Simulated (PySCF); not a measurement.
# TaHCl: relaxation and vibrations of the doublet

Aim: relax TaHCl as a doublet from a bent start, check by its vibrations whether the end is a minimum, and collect its spectrum and constants.

Method: PBE0, basis Ta def2-TZVP with ECP60, H def2-TZVP, Cl def2-TZVP, scalar-relativistic core potentials, no spin–orbit coupling, density fitting; program: PySCF 2.14.0.

### 1 Starting geometry

3 atoms, charge 0, spin multiplicity 2.

Bond lengths: Ta1–H2 1.780 Å, Ta1–Cl3 2.450 Å. Angles: H2–Ta1–Cl3 110.0°.

Coordinates in bohr (charge 0 multiplicity 2):
```
Ta    0.0000    0.0000    0.0000
H    -2.7554    0.0000    1.9294
Cl    3.7925    0.0000    2.6556
```

### 2 First SCF at the start

One driver script runs all steps and calls PySCF; scf.py shows how it sets up the SCF of each step. The optimiser is the driver's own. After this first run the driver tries any further starts and a stability analysis.

scf.py reads:

```python
from pyscf import gto, scf, dft
mol = gto.M(atom='''
Ta     0.000000     0.000000     0.000000
H     -1.458100     0.000000     1.021000
Cl     2.006900     0.000000     1.405300''',
    basis={'Ta': 'def2-TZVP', 'H': 'def2-TZVP', 'Cl': 'def2-TZVP'},
    ecp={'Ta': 'def2-TZVP'},
    charge=0, spin=1)
mf = dft.UKS(mol, xc='PBE0')
mf.grids.atom_grid = (50, 194)
aux = {'Ta': 'def2-universal-JKFIT', 'H': 'def2-universal-JKFIT', 'Cl': 'def2-universal-JKFIT'}
mf = mf.density_fit(auxbasis=aux)
mf.conv_tol = 1e-08
mf.diis_space = 10
mf.max_cycle = 60
mf.init_guess = 'minao'
mf.verbose = 4
mf.kernel()
```

The run is started by

```console
OMP_NUM_THREADS=2 python axn.py task.json out
```

Standard output:

```text
init E= -499.053955836272
[... the frontier-level lines of each cycle are left out ...]
cycle= 1 E= -517.417698512467  delta_E= -18.4  |g|= 0.474  |ddm|= 3.41
cycle= 2 E= -517.247414550303  delta_E= 0.17  |g|= 0.671  |ddm|= 1.78
cycle= 3 E= -517.560738307228  delta_E= -0.313  |g|= 0.07  |ddm|= 1.18
cycle= 4 E= -517.564772713732  delta_E= -0.00403  |g|= 0.0422  |ddm|= 0.138
cycle= 5 E= -517.56629721772  delta_E= -0.00152  |g|= 0.0129  |ddm|= 0.0635
cycle= 6 E= -517.567049432157  delta_E= -0.000752  |g|= 0.00946  |ddm|= 0.0552
cycle= 7 E= -517.567690800572  delta_E= -0.000641  |g|= 0.00575  |ddm|= 0.0588
cycle= 8 E= -517.5681858224  delta_E= -0.000495  |g|= 0.00441  |ddm|= 0.0595
cycle= 9 E= -517.568601463626  delta_E= -0.000416  |g|= 0.00421  |ddm|= 0.0634
cycle= 10 E= -517.568778009907  delta_E= -0.000177  |g|= 0.00428  |ddm|= 0.0269
cycle= 11 E= -517.568679042891  delta_E= 9.9e-05  |g|= 0.00391  |ddm|= 0.0167
cycle= 12 E= -517.568544038943  delta_E= 0.000135  |g|= 0.00196  |ddm|= 0.0608
cycle= 13 E= -517.568548635071  delta_E= -4.6e-06  |g|= 0.000742  |ddm|= 0.0222
cycle= 14 E= -517.568551117956  delta_E= -2.48e-06  |g|= 0.000428  |ddm|= 0.00717
cycle= 15 E= -517.56855279199  delta_E= -1.67e-06  |g|= 0.000158  |ddm|= 0.00539
cycle= 16 E= -517.568553035968  delta_E= -2.44e-07  |g|= 8.91e-05  |ddm|= 0.00176
cycle= 17 E= -517.5685531134  delta_E= -7.74e-08  |g|= 5.03e-05  |ddm|= 0.00105
cycle= 18 E= -517.56855313836  delta_E= -2.5e-08  |g|= 4.13e-05  |ddm|= 0.000402
cycle= 19 E= -517.5685531618  delta_E= -2.34e-08  |g|= 3.46e-05  |ddm|= 0.000425
cycle= 20 E= -517.568553197206  delta_E= -3.54e-08  |g|= 2.57e-05  |ddm|= 0.000804
cycle= 21 E= -517.568553220459  delta_E= -2.33e-08  |g|= 1.7e-05  |ddm|= 0.000784
cycle= 22 E= -517.568553230281  delta_E= -9.82e-09  |g|= 5.9e-06  |ddm|= 0.00079
Extra cycle  E= -517.568553230566  delta_E= -2.85e-10  |g|= 7.15e-06  |ddm|= 3.6e-05
converged SCF energy = -517.568553230566  <S^2> = 0.89758055  2S+1 = 2.1425037
```

This step, with its further starts and checks, took 13 s on 2 threads of Arm Neoverse V1, shared host.

Energies from each starting density:

```
                      start  energy (Eh)
    the minimal-basis guess  -517.568553
a thermally smeared density  -517.579855
      a smeared PBE density  -517.568553
```

This is not the lowest solution: one lies 29.7 kJ/mol lower, at -517.57985 Eh, and the relaxation starts from that.

### 3 Relaxing the doublet from the bent start

The program finds Cs symmetry in the start, which this walk keeps. Threshold on the gradient: 0.0003 Eh/bohr, with a further test on the energy change.

Edit scf.py of step 2 so:

```diff
@@ -3,3 +3,3 @@
-Ta     0.000000     0.000000     0.000000
-H     -1.458100     0.000000     1.021000
-Cl     2.006900     0.000000     1.405300''',
+Ta    -0.316744     0.000000    -0.231282
+H     -1.774844     0.000000     0.789718
+Cl     1.690156     0.000000     1.174018''',
@@ -16 +15,0 @@
-mf.init_guess = 'minao'
```

The optimiser's trace:

```
step  energy (Eh)  change (kJ/mol)  largest symmetric gradient (Eh/bohr)
   0  -517.579855             0.00                               0.03819
   1  -517.589251           -24.67                               0.02186
   2  -517.592190           -32.39                               0.01776
   3  -517.593323           -35.36                               0.00322
   4  -517.593656           -36.24                               0.00274
   5  -517.593743           -36.47                               0.00127
   6  -517.593754           -36.49                               0.00054
   7  -517.593756           -36.50                               0.00013
```

The walk took 15 s.

Positions (Å) and forces (eV/Å) along the way:

```
step 0
Ta  -0.317   0.000  -0.231   1.510   0.000   1.964
H   -1.775   0.000   0.790   0.089   0.000  -0.516
Cl   1.690   0.000   1.174  -1.599   0.000  -1.447
step 1
Ta  -0.278   0.000  -0.153   0.793   0.000   1.124
H   -1.797   0.000   0.758  -0.021   0.000  -0.339
Cl   1.673   0.000   1.128  -0.772   0.000  -0.785
step 4
Ta  -0.250   0.000   0.002  -0.043   0.000   0.141
H   -1.906   0.000   0.671   0.064   0.000  -0.076
Cl   1.755   0.000   1.060  -0.020   0.000  -0.066
step 7
Ta  -0.251   0.000   0.033  -0.009   0.000   0.000
H   -1.925   0.000   0.651   0.005   0.000   0.006
Cl   1.775   0.000   1.048   0.004   0.000  -0.006
```

After 7 steps and 36.5 kJ/mol it ends at Cs: Ta–Cl 2.266 Å, Ta–H 1.784 Å; Cl–Ta–H 133.1°.

### 4 Hessian and properties

The point is checked on the finer grid, and tightened if its gradient asks for it. The Hessian and the dipole derivatives come from central differences of analytic gradients, with steps of 0.02 bohr.

Edit scf.py of step 3 so:

```diff
@@ -3,3 +3,3 @@
-Ta    -0.316744     0.000000    -0.231282
-H     -1.774844     0.000000     0.789718
-Cl     1.690156     0.000000     1.174018''',
+Ta    -0.318954     0.000000    -0.171794
+H     -1.987898     0.000000     0.455203
+Cl     1.703305     0.000000     0.850115''',
@@ -10 +10 @@
-mf.grids.atom_grid = (50, 194)
+mf.grids.atom_grid = (75, 302)
@@ -13 +13 @@
-mf.conv_tol = 1e-08
+mf.conv_tol = 1e-10
```

This SCF starts from the last density.

Log of the central SCF (cycles and frontier levels):

```text
init E= -517.593803512728
[... the frontier-level lines of each cycle are left out ...]
cycle= 1 E= -517.593803512741  delta_E= -1.27e-11  |g|= 5.95e-06  |ddm|= 1.29e-05
Extra cycle  E= -517.593803512727  delta_E= 1.41e-11  |g|= 9.25e-06  |ddm|= 1.64e-05
converged SCF energy = -517.593803512727  <S^2> = 1.5034213  2S+1 = 2.6483363
```

The whole step took 59 s.

Geometry: Cs; Ta–Cl 2.266 Å, Ta–H 1.783 Å; Cl–Ta–H 132.6°.

Harmonic modes (main isotopes):

| symmetry | ω (cm⁻¹) | IR (km/mol) | μ (u) |
| --- | --- | --- | --- |
| a' | 365 | 0.5 | 1.66 |
| a' | 411 | 59.0 | 2.59 |
| a' | 1819 | 230 | 1.01 |

All wavenumbers are real: a minimum.

Properties at this point:

```
Dipole moment                                                   : 1.32 D
Highest occupied level                                          : -5.57 eV
Lowest empty level                                              : -2.72 eV
Rotational constants                                            : 9.921, 0.1102, 0.109 cm⁻¹
Zero-point energy                                               : 15.5 kJ/mol
Principal polarisabilities                                      : 64.7, 65.2, 78.8 bohr³
Atomisation energy without zero-point energy                    : 716 kJ/mol
Principal traceless quadrupole moments about the centre of mass : -4.01, 1.27, 2.74 D Å
Entropy at 298.15 K and 1 bar (electronic part: spin only)      : 282.8 J/(mol K)
Heat capacity Cp at 298.15 K                                    : 45.9 J/(mol K)
Enthalpy at 298.15 K above 0 K                                  : 11.61 kJ/mol
Rotational symmetry number                                      : 1
Spin squared ⟨S²⟩                                               : 1.503
```

Charges (e) and bond orders:

```tsv
atom	Mulliken	Löwdin	polar tensor	spin (Mulliken)	Mayer order to Ta1
Ta1	0.45	0.11	0.69	1.09	–
H2	-0.14	-0.17	-0.24	-0.04	0.97
Cl3	-0.31	0.07	-0.45	-0.05	1.21
```

Outer orbital energies (eV). α occupied: -40.99, -22.82, -11.24, -10.02, -10.00, -8.73, -6.39, -5.83; empty: -2.72, -2.23, -2.09, -0.70. β occupied: -40.44, -40.09, -22.89, -11.24, -10.11, -10.00, -8.66, -5.57; empty: -2.16, -2.14, -2.01, -1.67.

Mulliken populations on Ta1 (outside its core potential): s 3.16, p 6.28, d 3.08, f 0.03.

### 5 Results

| quantity | value |
| --- | --- |
| minimum | broken-symmetry (Ms = 1/2), Cs |
| geometry | Ta–Cl 2.266 Å, Ta–H 1.783 Å; Cl–Ta–H 132.6° |
| wavenumbers (cm⁻¹) | 365 (a'), 411 (a'), 1819 (a') |
| dipole moment | 1.32 D |
| highest occupied, lowest empty level (either spin) | -5.57, -2.72 eV |
| polar-tensor charge of Ta1 | +0.69 e |
| zero-point energy | 15.5 kJ/mol |
| entropy at 298.15 K | 282.8 J/(mol K) |
| atomisation energy (no zero-point energy) | 716 kJ/mol |
| ⟨S²⟩ | 1.503 |

What this shows: The molecule stays Cs, as typed, and the end point is a minimum. The determinant is spin-contaminated (⟨S²⟩ = 1.50 against 0.75), so it is no pure spin state. The strongest infrared band lies at 1819 cm⁻¹ (a', stretch). The first SCF alone would have been 30 kJ/mol too high. Other starts or spin states, not run here, may lie lower. One determinant may miss the lowest occupation of an open d or f shell. With an element this heavy the missing spin–orbit coupling can shift these numbers.

The search up to here took 88 s.
